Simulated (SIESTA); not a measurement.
MgMnCoO4:

```
CELL_PARAMETERS angstrom
5.20261 0.00000 0.00000
0.00000 2.95809 0.00000
-1.69972 0.00000 4.94187
ATOMIC_POSITIONS crystal
Co 0.50000 0.00000 0.50000
Mn 0.00000 0.50000 0.50000
Mg 0.00000 0.00000 0.00000
O 0.78870 0.00000 0.28970
O 0.22104 0.50000 0.26697
O 0.77896 0.50000 0.73303
O 0.21130 0.00000 0.71030
```

The cell comes from a database or a generator and needn't be the stable form of this composition.

* Program: SIESTA 5.4.2
* Task: single point
* Functional: PBE
* Potentials or basis: PseudoDojo 0.4 standard (PBE files)
* Basis: DZP (energy shift 0.003 Ry; two zetas on semicore shells)
* Grid cutoff: 800 Ry
* Energy shift: 0.003 Ry
* k mesh: 6 × 9 × 6
* Occupations: fermi-dirac, width 0.05 eV
* Spin: collinear spin, ferromagnetic start
* Starting moments: [2.0, 4.0, 0.0, 0.0, 0.0, 0.0, 0.0] μB

On this cell: pressure -2.5 GPa; largest force 0.215 eV/Å; net moment 6.00 μB per cell; site moments Co +2.67; Mn +2.91; Mg -0.00; O +0.06, +0.15 μB; band gap on the k mesh none (metal or under the smearing width).

The same run follows on a disturbed copy (atoms moved at random, drawn with an rms of 0.05 Å):

```
CELL_PARAMETERS angstrom
5.20261 0.00000 0.00000
0.00000 2.95809 0.00000
-1.69972 0.00000 4.94187
ATOMIC_POSITIONS crystal
Co 0.49925 0.99635 0.50346
Mn 0.01252 0.49639 0.50423
Mg 0.99713 0.00233 0.99615
O 0.79624 0.00499 0.29269
O 0.22702 0.49056 0.26674
O 0.78673 0.51467 0.73193
O 0.21991 0.01600 0.71350
```

Q: What changes?

A: The energy (extrapolated to zero smearing) moves by +6.4 meV/atom; pressure -2.2 GPa; largest force 0.738 eV/Å; net moment 6.00 μB per cell; site moments Co +2.67; Mn +2.90; Mg -0.00; O +0.04, +0.17, +0.14, +0.08 μB; band gap on the k mesh none (metal or under the smearing width).

Forces in eV/Å, atoms in the order of the input:
```
Co   0.392  0.082 -0.230
Mn  -0.370  0.408 -0.492
Mg   0.104  0.045  0.309
O    0.111 -0.048  0.345
O    0.107  0.203  0.145
O   -0.307 -0.298 -0.138
O   -0.035 -0.397  0.068
```

Stress tensor (GPa, compression positive):
```
-3.32  0.26 -0.60
 0.26 -4.01 -0.67
-0.60 -0.67  0.81
```

Caveats: short orbitals over semicore shells can move pressures by several GPa; the basis of atomic orbitals isn't converged, which shifts pressures, moduli and gaps; semilocal functionals often make such compounds metallic where correlation or magnetic order opens a gap, which also shifts bond lengths; only a ferromagnetic start was run, and an antiferromagnetic order may lie lower in energy.
